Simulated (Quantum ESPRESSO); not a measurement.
The system is HPbNO4.

```
H Pb N O
1.0
     4.27531   -0.00040    0.00636
    -2.08399    5.20775   -0.04907
    -2.12377   -1.86574    4.91491
H Pb N O
1 1 1 4
Direct
  0.99073 0.03330 0.90994
  0.50274 0.81989 0.14287
  0.00838 0.47408 0.50265
  0.99816 0.92741 0.02877
  0.19467 0.73435 0.60852
  0.81673 0.35882 0.24556
  0.01381 0.33121 0.65217
```

The cell was built by a generator and needn't be a form met in nature.

Base run:

```yaml
Program: Quantum ESPRESSO 7.5
Functional: LDA
Potentials_or_basis: SG15 PBE 1.2
Cutoff: 1197 eV
Density_cutoff: 4789 eV
k_mesh: 5 × 4 × 4
Occupations: fermi-dirac, width 0.05 eV
Spin: no spin polarisation
```

Its results: band gap on the k mesh 2.93 eV, indirect (least direct gap 3.16 eV); pressure -3.3 GPa; largest force 0.691 eV/Å.

Q: After a change of settings the same cell gave: band gap on the k mesh 2.93 eV, indirect (least direct gap 3.14 eV); pressure 0.2 GPa; largest force 0.109 eV/Å. Which change was it?
A. functional from LDA to r2SCAN
B. functional from LDA to PBEsol
C. functional from LDA to PBE

A: C.

PBE binds less tightly than LDA, so the same cell stands under more pressure.

Caveats: spin-orbit coupling is left out, which as a rule narrows the gap of such compounds by several tenths of an eV; the potentials were made for another functional, which shifts forces and pressure (some runs).

Not every run made on this cell is shown here.
